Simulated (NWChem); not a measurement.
# One shape, several levels: triplet CBrCl2F

Aim: a comparison of 6 runs (UHF/STO-3G, UHF/3-21G, UB2PLYP/cc-pVDZ, UB3LYP/6-31G*, UMP3/cc-pVDZ) of triplet CBrCl2F. 

Program for the calculation: NWChem 7.3.0.

2 further runs of the same task are left out: 2 set aside as unsound or not needed.

### 1 The molecule

CBrCl2F: 5 atoms, total charge 0, spin state triplet. As SMILES of the parent species, `FC(Cl)(Cl)Br`. The shape is that of a PBE0-D4/def2-TZVP optimisation. That shape belongs to the parent species and isn't relaxed for this state.

Bond lengths: F1–C2 1.332 Å, C2–Cl3 1.756 Å, C2–Cl4 1.756 Å, C2–Br5 1.940 Å. Angles: F1–C2–Cl3 108.7°, F1–C2–Cl4 108.7°, F1–C2–Br5 108.1°, Cl3–C2–Cl4 110.6°, Cl3–C2–Br5 110.4°, Cl4–C2–Br5 110.4°.

### 2 The energy at UHF/STO-3G (run 1)

Contents of cbrcl2f.nw:

```
start cbrcl2f
title "CBrCl2F hf"
memory stack 880 mb heap 220 mb global 1100 mb
charge 0

geometry units atomic noautosym nocenter noautoz
F   -0.27476618   0.12472192   2.63068774
C   -0.01360603  -0.08579357   0.13624925
Cl   2.37274012  -2.30282026  -0.49869872
Cl  -2.90507597  -1.07865567  -1.15462266
Br   0.91462744   3.20346373  -1.19166129
end

basis "ao basis" spherical bse
F library STO-3G
C library STO-3G
Cl library STO-3G
Br library STO-3G
end

scf
triplet
uhf
thresh 1e-08
maxiter 80
print medium
end

task scf energy
```

Run with:

```console
$ nwchem cbrcl2f.nw > cbrcl2f.out
```

Output:

```text
[...]
  functions       =    46
[...]
  wavefunction    = UHF
[...]
         Total SCF energy =  -3589.033138612579
      One electron energy =  -6058.994843451015
      Two electron energy =   1942.816369505535
 Nuclear repulsion energy =    527.145335332901
                       Sz =      1.0000
                 Sz(Sz+1) =      2.0000
                      S^2 =      2.0033
[...]
```

Run time: 21 s. Hardware: 1 thread of Intel Xeon Platinum 8488C (Sapphire Rapids), shared host; peak memory 0.099 GiB.

### 3 The energy at UHF/3-21G (run 2)

Contents of nw.nw:

```
start nw
title "CBrCl2F hf"
memory stack 880 mb heap 220 mb global 1100 mb

geometry units angstrom noautosym nocenter noautoz
  F    -0.145400    0.066000    1.392100
  C    -0.007200   -0.045400    0.072100
  Cl    1.255600   -1.218600   -0.263900
  Cl   -1.537300   -0.570800   -0.611000
  Br    0.484000    1.695200   -0.630600
end

basis spherical bse
  F library 3-21G
  C library 3-21G
  Cl library 3-21G
  Br library 3-21G
end

scf
  triplet
  uhf
  thresh 1e-08
  maxiter 80
  print medium
end

task scf
```

Run with:

```console
$ nwchem nw.nw > nw.out
```

Output:

```text
[...]
  functions       =    66
[...]
  wavefunction    = UHF
[...]
         Total SCF energy =  -3610.960519541748
      One electron energy =  -6074.096049212855
      Two electron energy =   1935.990156283953
 Nuclear repulsion energy =    527.145373387154
                       Sz =      1.0000
                 Sz(Sz+1) =      2.0000
                      S^2 =      2.0068
[...]
```

It took 17 s on 1 thread of Intel Xeon Platinum 8488C (Sapphire Rapids), shared host; peak memory 0.099 GiB.

Runs 3 to 5 aren't shown in full; the table further down has their settings and results.

### 4 A single-point energy at UMP3/cc-pVDZ (run 6)

Contents of cbrcl2f.nw:

```
start cbrcl2f
title "CBrCl2F"
memory stack 330 mb heap 110 mb global 1760 mb

geometry noautosym nocenter noautoz
F     -0.145400     0.066000     1.392100
C     -0.007200    -0.045400     0.072100
Cl     1.255600    -1.218600    -0.263900
Cl    -1.537300    -0.570800    -0.611000
Br     0.484000     1.695200    -0.630600
end

basis spherical bse
* library cc-pVDZ
end

scf
triplet
uhf
thresh 1e-08
maxiter 80
noprint "final vectors analysis"
end

tce
scf
mbpt3
freeze core 21
maxiter 60
end

task tce energy
```

Run with:

```console
$ nwchem cbrcl2f.nw > cbrcl2f.out
```

Output:

```text
[...]
  functions       =    91
[...]
  wavefunction    = UHF
[...]
         Total SCF energy =  -3628.487359344634
      One electron energy =  -6092.326269244341
      Two electron energy =   1936.693536512552
 Nuclear repulsion energy =    527.145373387154
                       Sz =      1.0000
                 Sz(Sz+1) =      2.0000
                      S^2 =      2.0147
[...]
         Wavefunction type : Unrestricted Hartree-Fock
          No. of electrons :    84
[...]
         Spin multiplicity : triplet
[...]
```

It took 13 min on 1 thread of Intel Xeon Platinum 8488C (Sapphire Rapids), shared host; peak memory 1.2 GiB.

### 5 All runs side by side

```csv
run,level,iteration cap,module,energy (Eh),dipole moment (D),HOMO energy (eV),⟨S²⟩,wall time
1,UHF/STO-3G,80,scf,-3589.033139,3.83,-4.40,2.003,21 s
2,UHF/3-21G,80,scf,-3610.960520,2.92,-7.37,2.007,17 s
3,UB2PLYP/cc-pVDZ,100,dft,-3631.443091,–,–,2.007,3.5 min
4,UB3LYP/6-31G* (spherical functions),100,dft,-3631.993133,0.54,-3.68,2.003,47 s
5,UB3LYP/6-31G* (Cartesian functions),100,dft,-3632.010545,0.53,-3.69,2.003,49 s
6,UMP3/cc-pVDZ,80,tce,-3629.216527,–,–,2.015,13 min
```

### 6 Results

```
                                           quantity           value
                                run 6: total energy  -3629.21653 Eh
run 6: correlation energy (21 core orbitals frozen)      -729.2 mEh
           run 6: ⟨S²⟩ of the reference determinant           2.015
```

What this shows: Over runs 1, 2, 4, 5 the dipole moment (its size) runs from 0.53 D (UB3LYP/6-31G*) to 3.83 D (UHF/STO-3G). The two ends differ in method and basis. Totals of different functionals can't be ranked against each other. In run 1 the basis is minimal, so the values are rough. All runs together took 19 min, the longest 13 min.
